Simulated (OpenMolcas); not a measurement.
**Ru²⁺ among point charges: CASSCF and CASPT2 levels and susceptibility**

How does a field of 6 point charges split the states of Ru²⁺, and what χT follows?

The numbers are computed with OpenMolcas 26.06 (state-averaged CASSCF and CASPT2, spin-orbit coupling by RASSI with atomic mean-field integrals), except any that are marked as measured or tabulated.

## (1) The system

* Species: Ru²⁺ (ruthenium, Z = 44, 42 electrons)
* Basis: ANO-RCC-VDZP [6s5p3d1f], 43 functions
* Scalar Hamiltonian: DKH2, point nucleus
* Inactive shells: 1s 2s 2p 3s 3p 3d 4s 4p
* Active space: 6 electrons in 5 orbitals (4d)
* Some configurations of this space: 4d6
* Orbitals: optimised for each spin and parity, averaged over all roots

The outer shells:

4d6
```
4d [↑↓][↑ ][↑ ][↑ ][↑ ]
```

The ion sits among 6 point charges of -0.5 e arranged as an octahedron (Oh), 2.19 Å from the ion.

The work runs as a chain of OpenMolcas steps in one folder; each step below is one input file. Labels, J, g values, rates, χT and fits are worked out afterwards by a script from the matrices that RASSI stores. The input lists half of the charges; inversion (Group=XYZ) makes the rest.

## (2) GATEWAY and SEWARD: basis and integrals

File a.inp:

```
&GATEWAY
Coord
1

Ru 0.0 0.0 0.0
Basis=ANO-RCC-VDZP
Group=XYZ
NoMove
AngMom=0.0 0.0 0.0
AMFI
XField
3 Angstrom 0
2.190000 0.000000 0.000000 -0.500000
0.000000 2.190000 0.000000 -0.500000
0.000000 0.000000 2.190000 -0.500000
&SEWARD
```

On the command line:

```bash
> OMP_NUM_THREADS=1 MOLCAS_MEM=1689 MOLCAS_PROJECT=a pymolcas a.inp > a.log
```

The log of the run:

```text
Basis set label: RU.ANO-RCC...6S5P3D1F.

      Electronic valence basis set:
      ------------------
      Associated Effective Charge  44.000000 au
      Associated Actual Charge     44.000000 au
      Nuclear Model: Point charge

      Shell  nPrim  nBasis  Cartesian Spherical Contaminant
         s      21       6        X
         p      18       5        X
         d      13       3                 X
         f       6       1                 X
                  Relativistic Douglas-Kroll-Hess integrals:
                    - DKH order of Hamiltonian: 2
                    - DKH order of Properties : 0
                  Atomic mean-field integrals
```

## (3) Reference wave functions, quintets of even parity, 5 roots

File a.inp:

```
&RASSCF
FileOrb=start.orb
Symmetry=1
Spin=5
nActEl=6 0 0
Inactive=9 9
Ras2=5 0
CIRoot=5 5 1
SDav=5
CIMx=300
Iter=120 100
PrWF=0.3
OrbListing=Nothing
MaxOrb=0
>>> COPY $Project.JobIph JOB001
```

start.orb holds the contracted functions of the basis, ordered by shell, or the orbitals of the step before.

The log of the run (excerpt; [...] marks lines left out):

```text
[...]
      Number of active orbitals                  5
[...]
      Spin quantum number                      2.0
[...]
      Active orbitals                            5   0
[...]
      Number of CSFs                             5
      Number of root(s) required                 5
[...]
      Convergence after  8 iterations
[...]
      Natural orbitals and occupation numbers for root  1
      sym 1:   1.000000   2.000000   1.000000   1.000000   1.000000
      Natural orbitals and occupation numbers for root  2
      sym 1:   1.000000   2.000000   1.000000   1.000000   1.000000
      Natural orbitals and occupation numbers for root  3
      sym 1:   2.000000   1.000000   1.000000   1.000000   1.000000
::    RASSCF root number  1 Total energy:  -4528.00758143
::    RASSCF root number  2 Total energy:  -4528.00758143
::    RASSCF root number  3 Total energy:  -4528.00758143
::    RASSCF root number  4 Total energy:  -4527.99603173
::    RASSCF root number  5 Total energy:  -4527.99603173
```

## (4) CASSCF: triplets of even parity, 45 roots

File a.inp:

```
&RASSCF
FileOrb=start.orb
Symmetry=1
Spin=3
nActEl=6 0 0
Inactive=9 9
Ras2=5 0
CIRoot=45 45 1
SDav=45
CIMx=300
Iter=120 100
PrWF=0.3
OrbListing=Nothing
MaxOrb=0
>>> COPY $Project.JobIph JOB002
```

The log of the run (excerpt; [...] marks lines left out):

```text
[...]
      Number of active orbitals                  5
[...]
      Spin quantum number                      1.0
[...]
      Active orbitals                            5   0
[...]
      Number of CSFs                            45
      Number of root(s) required                45
[...]
      Convergence after  7 iterations
[...]
      Natural orbitals and occupation numbers for root  1
      sym 1:   1.634517   1.784378   0.856470   1.281053   0.443583
      Natural orbitals and occupation numbers for root  2
      sym 1:   1.678156   1.781394   1.239055   0.385484   0.915911
      Natural orbitals and occupation numbers for root  3
      sym 1:   1.365707   1.552802   0.537786   1.785156   0.758549
::    RASSCF root number  1 Total energy:  -4527.93521130
::    RASSCF root number  2 Total energy:  -4527.93521130
::    RASSCF root number  3 Total energy:  -4527.93521130
[...]
::    RASSCF root number 27 Total energy:  -4527.90092774
::    RASSCF root number 28 Total energy:  -4527.89934168
::    RASSCF root number 29 Total energy:  -4527.89934168
::    RASSCF root number 30 Total energy:  -4527.89934168
```

## (5) Reference wave functions, singlets of even parity, 50 roots

File a.inp:

```
&RASSCF
FileOrb=start.orb
Symmetry=1
Spin=1
nActEl=6 0 0
Inactive=9 9
Ras2=5 0
CIRoot=50 50 1
SDav=50
CIMx=300
Iter=120 100
PrWF=0.3
OrbListing=Nothing
MaxOrb=0
>>> COPY $Project.JobIph JOB003
```

On the command line:

```bash
> OMP_NUM_THREADS=1 MOLCAS_MEM=1689 MOLCAS_PROJECT=a pymolcas a.inp > a.log
```

The log of the run (excerpt; [...] marks lines left out):

```text
[...]
      Number of active orbitals                  5
[...]
      Spin quantum number                      0.0
[...]
      Active orbitals                            5   0
[...]
      Number of CSFs                            50
      Number of root(s) required                50
[...]
      Convergence after  7 iterations
[...]
      Natural orbitals and occupation numbers for root  1
      sym 1:   1.883475   1.883475   0.174787   1.883475   0.174787
      Natural orbitals and occupation numbers for root  2
      sym 1:   1.920433   1.750709   1.166939   0.314939   0.846981
      Natural orbitals and occupation numbers for root  3
      sym 1:   1.110494   1.919016   0.263322   0.898607   1.808561
::    RASSCF root number  1 Total energy:  -4527.90540480
::    RASSCF root number  2 Total energy:  -4527.89897601
::    RASSCF root number  3 Total energy:  -4527.89897601
[...]
::    RASSCF root number 27 Total energy:  -4527.84630032
::    RASSCF root number 28 Total energy:  -4527.84630032
::    RASSCF root number 29 Total energy:  -4527.83252863
::    RASSCF root number 30 Total energy:  -4527.83018654
```

## (6) State interaction with spin-orbit coupling

File a.inp:

```
&RASSI
NrOfJobIphs=3 5 45 50
1 2 3 4 5
1 2 3 4 5 6 7 8 9 10 11 12 13 14 15 16 17 18 19 20 21 22 23 24 25 26 27
28 29 30 31 32 33 34 35 36 37 38 39 40 41 42 43 44 45
1 2 3 4 5 6 7 8 9 10 11 12 13 14 15 16 17 18 19 20 21 22 23 24 25 26 27
28 29 30 31 32 33 34 35 36 37 38 39 40 41 42 43 44 45 46 47 48 49 50
IphNames
JOB001
JOB002
JOB003
EJob
SpinOrbit
DIPRint=1.0
SOCoupling=1000.0
Subsets=2
Property=9
'ANGMOM' 1 'ANGMOM' 2 'ANGMOM' 3 'MLTPL  1' 1 'MLTPL  1' 2 'MLTPL  1' 3
'AMFI' 1 'AMFI' 2 'AMFI' 3
SOProperty=3
'ANGMOM' 1 'ANGMOM' 2 'ANGMOM' 3
```

On the command line:

```bash
> OMP_NUM_THREADS=1 MOLCAS_MEM=1689 MOLCAS_PROJECT=a pymolcas a.inp > a.log
```

The log of the run (excerpt; [...] marks lines left out):

```text
SPIN-FREE ENERGIES:
  (Shifted by EMIN (a.u.) =      -4528.0075814343)
 SF State       Relative EMIN(au)   Rel lowest level(eV)    D:o, cm**(-1)      L_eff
     1             0.0000000000        0.0000000000              0.0000         2.0
     2             0.0000000000        0.0000000000              0.0000         2.0
     3             0.0000000000        0.0000000000              0.0000         2.0
     4             0.0115497022        0.3142834078           2534.8666         2.0
     5             0.0115497022        0.3142834078           2534.8666         2.0
     6             0.0723701295        1.9692915477          15883.4075         4.5
     7             0.0723701295        1.9692915477          15883.4075         4.5
     8             0.0723701295        1.9692915477          15883.4075         4.5
     9             0.0764561612        2.0804781331          16780.1878         4.8
    10             0.0764561612        2.0804781331          16780.1878         4.8
[...]
Eigenvalues of complex Hamiltonian:
   -----------------------------------
  (Shifted by EMIN (a.u.) =      -4528.0075814343)
 SO State       Relative EMIN(au)   Rel lowest level(eV)    D:o, cm**(-1)     J-value
     1            -0.0049869539        0.0000000000              0.0000         3.2
     2            -0.0049869539        0.0000000000              0.0000         3.2
     3            -0.0049869539        0.0000000000              0.0000         2.9
     4            -0.0035726086        0.0384862977            310.4129         2.7
     5            -0.0035726086        0.0384862977            310.4129         3.2
     6            -0.0031531071        0.0499015133            402.4828         1.8
     7            -0.0031531071        0.0499015133            402.4828         3.4
     8            -0.0031531071        0.0499015133            402.4828         3.4
     9            -0.0017991057        0.0867457692            699.6518         2.9
    10             0.0004081680        0.1468087471           1184.0924         2.1
    11             0.0004081680        0.1468087471           1184.0924         2.1
[...]
```

These steps: 22 s of run time, 1 thread, shared host.

Spin-free states, with their symmetry labels:

```csv
state,degeneracy,E (cm-1),free-ion L (%)
5T2,3,0,D (100)
5E,2,2535,D (100)
3T1,3,15883,H (78)
3T2,3,16780,H (90)
3T1,3,17730,H (69)
3E,2,18524,H (94)
3T1,3,19617,P (68)
3T2,3,20055,G (51)
3T1,3,21101,F (48)
3A2,1,21168,F (100)
3T2,3,21440,F (50)
3E,2,22323,G (92)
1A1,1,22425,I (58)
3A1,1,23408,G (100)
3T1,3,23756,G (66)
1T1,3,23836,I (74)
1T2,3,25183,I (97)
1E,2,26483,G (55)
1A1,1,26991,G (50)
1A2,1,27066,I (99)
1T2,3,27214,I (88)
3T2,3,27501,D (98)
1T1,3,27659,G (74)
1E,2,28593,I (54)
```

With spin-orbit coupling:

| E (cm-1) | Degeneracy | Label | 2S+1 |
| --- | --- | --- | --- |
| 0.0 | 3 | T2 | 5 |
| 310.4 | 2 | E | 5 |
| 402.5 | 3 | T1 | 5 |
| 699.7 | 1 | A1 | 5 |
| 1184 | 3 | T1 | 5 |
| 1384 | 3 | T2 | 5 |
| 3496 | 1 | A2 | 5 |
| 3608 | 3 | T2 | 5 |
| 3702 | 2 | E | 5 |
| 3857 | 3 | T1 | 5 |
| 3988 | 1 | A1 | 5 |
| 16164 | 2 | E | 3 |
| 16315 | 3 | T2 | 3 |
| 16345 | 1 | A1 | 3 |
| 16945 | 3 | T1 | 3 |
| 17267 | 1 | A2 | 3 |
| 17359 | 3 | T1 | 3 |
| 17447 | 3 | T2 | 3 |
| 17843 | 2 | E | 3 |
| 18053 | 2 | E | 3 |
| 18314 | 3 | T1 | 3 |
| 18395 | 3 | T2 | 3 |
| 18599 | 1 | A1 | 3 |
| 18959 | 3 | T1 | 3 |

The table of states holds 24 of 43 computed; the rest, higher up, is left out.

Powder χT (cm³ K/mol): 3.50 at 2 K, 3.52 at 5 K, 3.56 at 10 K, 3.63 at 20 K, 3.86 at 50 K, 4.20 at 100 K, 4.47 at 150 K, 4.65 at 200 K, 4.76 at 250 K, 4.83 at 300 K.

Orbitals of the lowest block (energies include the constant potential of the surroundings):

```csv
shell,space,energy (hartree),mean occupation,⟨r²⟩ (bohr²)
1s,inactive,-816.8021,2.000,0.00147
2s,inactive,-120.3933,2.000,0.0249
2p,inactive,-107.6459,6.000,0.0197
3s,inactive,-22.4804,2.000,0.183
3p,inactive,-18.1680,6.000,0.187
3d,inactive,-11.2117,10.000,0.175
4s,inactive,-3.4699,2.000,1.19
4p,inactive,-2.1674,6.000,1.45
4d,RAS2,,6.000,2.83
```

(Part 1 of 2 ends here.)
